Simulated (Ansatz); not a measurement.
This script for Ansatz 0.2.0 through its Python package starts 4 runs on InNi3N, space group Pm-3m. What input does the engine get in each?

Script `plus_u_inni3n.py`:
```python
import logging
import sys
import warnings

import ansatz as az
from ase import Atoms
import numpy as np

logging.basicConfig(stream=sys.stdout, format="%(levelname)s %(message)s")
logger = logging.getLogger("ansatz_job")
logger.setLevel(logging.INFO)

params = {
    "max_scf": 200,
    "extra_bands": 6,
    "kmesh": (5, 5, 5),
    "smearing": "gaussian",
    "width_ev": 0.2,
    "beta": 0.4,
}


def count_gap(report):
    # lowest empty less highest filled band, counting bands; zero where they overlap
    return max(report.get("gap_by_band_count_ev") or 0.0, 0.0)

warnings.simplefilter("ignore", az.DeckWarning)

atoms = Atoms(
    ["In", "Ni", "Ni", "Ni", "N"],
    scaled_positions=[
        (0.0, 0.0, 0.0),
        (0.5, 0.5, 0.0),
        (0.5, 0.0, 0.5),
        (0.0, 0.5, 0.5),
        (0.5, 0.5, 0.5),
    ],
    cell=[
        (3.83986, 0.0, 0.0),
        (0.0, 3.83986, 0.0),
        (0.0, 0.0, 3.83986),
    ],
    pbc=True,
)
atoms.set_initial_magnetic_moments([0.0, 1.5, 1.5, 1.5, 0.0])
structure = az.Crystal.from_ase(atoms)

calculation = structure.calculation()
calculation = calculation.accuracy("medium").functional(az.Functional.LDA)
calculation = calculation.spin("collinear")
calculation = calculation.scf(max_iterations=params["max_scf"], extra_bands=params["extra_bands"], lower_state_search="light")
calculation = calculation.kpoints(*params["kmesh"])
calculation = calculation.occupations(params["smearing"], width=params["width_ev"])
calculation = calculation.mixing("broyden", ndim=8, beta=params["beta"])
calculation = calculation.band_table()
rows = []
for u in [0.0, 2.0, 4.0, 6.0]:
    rep = calculation.hubbard("Ni", "d", u_eff=u, double_counting="amf").run(threads=1, pin="off").report
    shell = rep["hubbard"]["n_scf"]
    rows.append((u, count_gap(rep), sum(shell) / len(shell), max(abs(m) for m in rep["site_moments_mub"]), rep["n_iterations"]))
for row in rows:
    print("; ".join(f"{name} = {round(v, 4) if isinstance(v, float) else v}" for name, v in zip(["U_eff eV", "gap by band count eV", "Ni d occupation (projector)", "largest moment muB", "iterations"], row)))
```

Run 1:
```yaml
crystal:
  lattice:
    - [3.83986, 0.0, 0.0]
    - [0.0, 3.83986, 0.0]
    - [0.0, 0.0, 3.83986]
  atoms:
    - { symbol: In, position: [0.0, 0.0, 0.0], spin: 0.0 }
    - { symbol: Ni, position: [0.5, 0.5, 0.0], spin: 1.5 }
    - { symbol: Ni, position: [0.5, 0.0, 0.5], spin: 1.5 }
    - { symbol: Ni, position: [0.0, 0.5, 0.5], spin: 1.5 }
    - { symbol: "N", position: [0.5, 0.5, 0.5], spin: 0.0 }
accuracy: medium
kpoints:
  mp_grid:
    grid: [5, 5, 5]
hamiltonian:
  xc: lda
  hubbard:
    sites:
      - { species: Ni, l: d, u_eff: 0.0 }
    double_counting: amf
magnetization:
  spin_polarized: true
scf:
  max_iter: 200
  n_extra_bands: 6
  lower_state_search: light
  mixing:
    algorithm: broyden
    beta: 0.4
    ndim: 8
  occupations:
    method: gaussian
    width: 0.2
output:
  eigenvalues: true
```

Run 2, against run 1:
```diff
-      - { species: Ni, l: d, u_eff: 0.0 }
+      - { species: Ni, l: d, u_eff: 2.0 }
```

Run 3, against run 1:
```diff
-      - { species: Ni, l: d, u_eff: 0.0 }
+      - { species: Ni, l: d, u_eff: 4.0 }
```

Run 4, against run 1:
```diff
-      - { species: Ni, l: d, u_eff: 0.0 }
+      - { species: Ni, l: d, u_eff: 6.0 }
```

Running `python plus_u_inni3n.py` prints:
```text
RunWarning: the starting moments were not kept: the SCF closed with an absolute magnetisation of 3.2e-5 μB, where they sum to 4.5 μB in size (3 sites). That is at most 0.1 of that sum. Measured as dr2_m measures the in/out step, that magnetisation stands [...]
U_eff eV = 0.0; gap by band count eV = 0.0; Ni d occupation (projector) = 8.8386; largest moment muB = 0.0; iterations = 17
U_eff eV = 2.0; gap by band count eV = 0.0; Ni d occupation (projector) = 8.8289; largest moment muB = 0.0; iterations = 17
U_eff eV = 4.0; gap by band count eV = 0.0; Ni d occupation (projector) = 8.8128; largest moment muB = 0.0; iterations = 18
U_eff eV = 6.0; gap by band count eV = 0.0; Ni d occupation (projector) = 8.7827; largest moment muB = 0.0; iterations = 24
```
(Warnings from the package without file and line, shortened, repeats left out.)

Reading the output:
- The SCF didn't keep the moments it started from (some shrank, vanished or turned); what is printed is the state reached.
- U, its shell and the double counting are chosen to explore, and aren't derived for this compound.
- The mesh is modest for a metal, so energies can be off by several to tens of meV an atom and pressures by half a GPa or more; differences at equal mesh fare better.
- A gap by band count of zero or less means overlapping bands, a metal.
- The structure comes from a database of computed cells and needn't be a stable or known phase.
- Levels are Kohn-Sham eigenvalues on this mesh, without spin-orbit coupling.
- Shell occupations and the effect of U depend on the projectors; a run with no .spin step is spin-unpolarised, and each U may end in a state that isn't the lowest.
- The script silences the warnings on its input, which a real study should read.
- Wall time of the script: 57 s on 1 thread of Arm Neoverse N1 (shared host), peak memory 0.46 GiB.
